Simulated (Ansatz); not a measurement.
# NaAg2: the cost of one run

Computed with Ansatz 0.2.0 (reference: DFT r2SCAN, plane waves, PAW, scalar-relativistic, no spin polarisation, unless a step's input says otherwise).

1 further run of the same task is left out (for a known fault of the program).

### 1 The structure to begin with

It takes space group Fd-3m (No. 227, cubic). The conventional cell has a = 7.929 Å, b = 7.929 Å, c = 7.929 Å, α = 90.00°, β = 90.00°, γ = 90.00°. Ag (site symmetry -3m) has 6 Ag at 2.80 Å as nearest neighbours. Na (site symmetry -43m) is surrounded by 12 Ag at 3.29 Å and 4 Na at 3.43 Å.

Structure file:

```cif
data_structure
_symmetry_space_group_name_H-M 'P 1'
_symmetry_Int_Tables_number 1
_cell_length_a 5.6068
_cell_length_b 5.6068
_cell_length_c 5.6068
_cell_angle_alpha 60.000
_cell_angle_beta 60.000
_cell_angle_gamma 60.000
_cell_volume 124.63
loop_
_atom_site_label
_atom_site_type_symbol
_atom_site_fract_x
_atom_site_fract_y
_atom_site_fract_z
_atom_site_occupancy
Ag1 Ag 0.62500 0.62500 0.62500 1
Ag2 Ag 0.12500 0.62500 0.62500 1
Ag3 Ag 0.62500 0.62500 0.12500 1
Ag4 Ag 0.62500 0.12500 0.62500 1
Na1 Na 0.00000 0.00000 0.00000 1
Na2 Na 0.25000 0.25000 0.25000 1
```

### 2 The reference run

The input, input.yaml:

```yaml
crystal:
  lattice:
    - [0.0, 3.96462862, 3.96462862]
    - [3.96462862, 0.0, 3.96462862]
    - [3.96462862, 3.96462862, 0.0]
  atoms:
    - { symbol: Ag, position: [0.625, 0.625, 0.625] }
    - { symbol: Ag, position: [0.125, 0.625, 0.625] }
    - { symbol: Ag, position: [0.625, 0.625, 0.125] }
    - { symbol: Ag, position: [0.625, 0.125, 0.625] }
    - { symbol: Na, position: [0.0, 0.0, 0.0] }
    - { symbol: Na, position: [0.25, 0.25, 0.25] }
  symmetry: { tolerance: 0.0003 }
kpoints:
  mp_grid: { grid: [4, 4, 4], shift: [0, 0, 0] }
magnetization:
  spin_polarized: false
scf:
  occupations: { method: fermi_dirac }
hamiltonian:
  pseudopotentials: { kind: paw }
  xc: r2scan
basis:
  ecutwfc: 500
output:
  forces: true
  stress: true
  eigenvalues: true
relax:
  max_steps: 40
  cell: {}
```

On the command line:

```
ansatz run input.yaml --threads 1 --pin off --max-ram 2560MiB --backend cpu --events-out ev --progress --plain --runs-dir out
```

Q: Estimate wall time and peak memory on 1 thread of Arm Neoverse V2, shared host.

About 15 s, with a peak of 0.77 GiB.
